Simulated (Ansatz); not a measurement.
# AlAs+ (quartet): from Hartree-Fock to the top rungs, cc-pVDZ

Aim: climb from Hartree-Fock through coupled cluster and multireference methods for AlAs+ (quartet) at one geometry and basis, and see what each rung misses.

The runs use Ansatz 0.2.0, Gaussian basis; cc-pVDZ, core rule «outside noble gas», up to 19 orbitals frozen.

The runs, in order: UHF; CCSD(T) on ROHF; CCSD(T) on UHF; BCCD(T) on ROHF; CISD; CCSDT(Q) on ROHF; CCSDT(Q) on UHF; CASSCF and MRCISD+Q, 7 electrons in 8 orbitals; CASSCF and MRCISD+Q(relaxed), 7 electrons in 8 orbitals; CASSCF and NEVPT2, 7 electrons in 8 orbitals; Full CI.

22 further runs of the same task are left out: 2 for a known fault of the program, 14 that didn't finish, 6 set aside as unsound or not needed.

### Step 1. The system

The geometry is a PBE0/def2-TZVP stationary point (not a proven minimum). No spin-orbit coupling is included. The filled d shell of As may be among the frozen orbitals whatever the setting's name suggests; the logs give the count.

2 atoms, charge 1, spin multiplicity 4.

Atoms are counted from 1 here; the program's logs count them from 0.

Bond lengths: Al1–As2 2.582 Å.

Geometry (Å):

```xyz
2
AlAs
Al    0.0000    0.0000    0.0000
As    0.0000    0.0000    2.5822
```

### Step 2. UHF

in.yaml reads:

```yaml
crystal:
  periodic: [false, false, false]
  atoms:
    - {symbol: Al, position_ang: [0.000000, 0.000000, 0.000000]}
    - {symbol: As, position_ang: [0.000000, 0.000000, 2.582200]}
basis:
  gaussian: {orbitals: cc-pVDZ}
total_charge: 1
magnetization: {spin_polarized: true, initial_magnetization: 3}
hamiltonian: {xc: hf}
output: {orbitals: {seedname: orbitals}}
```

Launch:

```console
> ansatz run in.yaml --threads 1 --pin off --events-out ev --progress --plain --max-ram 2393MiB
```

Further steps of the session: CCSD(T) on ROHF; CCSD(T) on UHF; BCCD(T) on ROHF; CISD; CCSDT(Q) on ROHF; CCSDT(Q) on UHF; CASSCF and MRCISD+Q, 7 electrons in 8 orbitals; CASSCF and MRCISD+Q(relaxed), 7 electrons in 8 orbitals; CASSCF and NEVPT2, 7 electrons in 8 orbitals; Full CI.

**Question.** What will the summary of the whole plan be? Wanted: FCI below the RHF energy; RMP2 from FCI; UMP2 from FCI; RCCSD from FCI; RCCSD(T) from FCI; UCCSD(T) from FCI; RCCSDT(Q) from FCI; UCCSDT(Q) from FCI; NEVPT2 valence from FCI.

**Answer**, as computed:

| quantity | value |
| --- | --- |
| FCI below the RHF energy | -3.4166 eV |
| RMP2 from FCI | +19.65 kcal/mol |
| UMP2 from FCI | +19.57 kcal/mol |
| RCCSD from FCI | +2.67 kcal/mol |
| RCCSD(T) from FCI | +0.68 kcal/mol |
| UCCSD(T) from FCI | +0.38 kcal/mol |
| RCCSDT(Q) from FCI | +0.02 kcal/mol |
| UCCSDT(Q) from FCI | -0.28 kcal/mol |
| NEVPT2 valence from FCI | +10.92 kcal/mol |
| MRCISD+Q valence from FCI | -0.60 kcal/mol |
| MRCISD+Q(relaxed) valence from FCI | -0.86 kcal/mol |
| levels within 1 kcal/mol (43 meV) | RCCSD(T), UCCSD(T), BCCD(T), RCCSDT, UCCSDT, RCCSDT(Q), UCCSDT(Q), MRCISD+Q valence, MRCISD+Q(relaxed) valence |
| T1 diagnostic | 0.033 |
| effectively unpaired electrons | 3.07 |

**Reading.** RCCSD(T) lands +0.68 kcal/mol from the yardstick (0.9 % of the correlation energy). UCCSDT, UCCSDT(Q), MRCISD+Q valence, MRCISD+Q(relaxed) valence fall below full CI: unrestricted runs freeze a spin-polarised core, another one than full CI's, and coupled cluster isn't variational. One determinant dominates. Of the multireference levels listed MRCISD+Q valence comes nearest in total energy (-0.60 kcal/mol), which doesn't show that its space is the better one. These misses are within one basis, not against nature; the frozen cores of restricted and unrestricted runs differ, which can shift their rows.
